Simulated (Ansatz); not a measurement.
# MgZn3Se3S: the cost of one run

Method: DFT PBE, scalar-relativistic, plane waves, PAW, unless a step names another level, in Ansatz 0.2.0.

3 further runs of the same task are left out: 3 that didn't finish.

## 1. The system as given

It takes space group P3m1 (No. 156, trigonal). The conventional cell has a = 4.049 Å, b = 4.049 Å, c = 13.236 Å, α = 90.00°, β = 90.00°, γ = 120.00°. Mg (site symmetry 3m) has 3 S at 2.46 Å and 1 Se at 2.61 Å as nearest neighbours. Zn (site symmetry 3m) has 4 Se at 2.48 to 2.49 Å as nearest neighbours. Zn (site symmetry 3m) has 1 S at 2.36 Å and 3 Se at 2.48 Å as nearest neighbours. Around Zn (site symmetry 3m) lie 4 Se at 2.49 Å. Se (site symmetry 3m) is surrounded by 4 Zn at 2.48 to 2.49 Å. Se (site symmetry 3m) has 3 Zn at 2.49 Å and 1 Mg at 2.61 Å as nearest neighbours. S (site symmetry 3m) has 1 Zn at 2.36 Å and 3 Mg at 2.46 Å as nearest neighbours.

Coordinates:

```
Mg Zn Se S
1.0
     4.04921    0.00000    0.00000
    -2.02460    3.50672    0.00000
     0.00000    0.00000   13.23592
Mg Zn Se S
1 3 3 1
Cartesian
  2.0246 1.1689 3.1835
  2.0246 1.1689 9.9587
  0.0000 2.3378 0.0566
  0.0000 2.3378 6.6405
  0.0000 2.3378 9.1304
  2.0246 1.1689 12.4508
  2.0246 1.1689 5.7971
  0.0000 2.3378 2.4172
```

It came out lowest among 20 distinct ends of the trial cells. At a tolerance of 0.02 Å it has space group P3m1 (No. 156).

## 2. Relaxing to 0.001 eV/Å, on the response runs' mesh and smearing

Contents of input.yaml:

```yaml
crystal:
  lattice:
    - [4.0492073083, 0.0, 0.0]
    - [-2.0246036541, 3.5067163942, 0.0]
    - [0.0, 0.0, 13.2359229413]
  atoms:
    - { symbol: Mg, position: [0.6666666667, 0.3333333333, 0.2405216042] }
    - { symbol: Zn, position: [0.6666666667, 0.3333333333, 0.7523976847] }
    - { symbol: Zn, position: [0.3333333333, 0.6666666667, 0.0042736978] }
    - { symbol: Zn, position: [0.3333333333, 0.6666666667, 0.501705604] }
    - { symbol: Se, position: [0.3333333333, 0.6666666667, 0.6898170172] }
    - { symbol: Se, position: [0.6666666667, 0.3333333333, 0.9406790118] }
    - { symbol: Se, position: [0.6666666667, 0.3333333333, 0.4379842694] }
    - { symbol: S, position: [0.3333333333, 0.6666666667, 0.1826211111] }
basis:
  ecutwfc: 420
kpoints:
  mp_grid: { grid: [12, 12, 2] }
hamiltonian:
  xc: pbe
scf:
  occupations: { method: fixed }
output:
  forces: true
  stress: true
  eigenvalues: true
relax:
  adjacent_minimum: "off"
  f_tol: 0.001
  max_steps: 60
  cell: { stress_tol: 0.01 }
```

The run is started by

```console
> ansatz run input.yaml --threads 3 --pin off --max-ram 7680MiB --backend cpu --events-out ev --progress --plain --runs-dir out
```

Q: Estimate wall time and peak memory on 3 threads of Intel Xeon at 2.70GHz, shared host.

About 41 s, with a peak of 0.75 GiB.
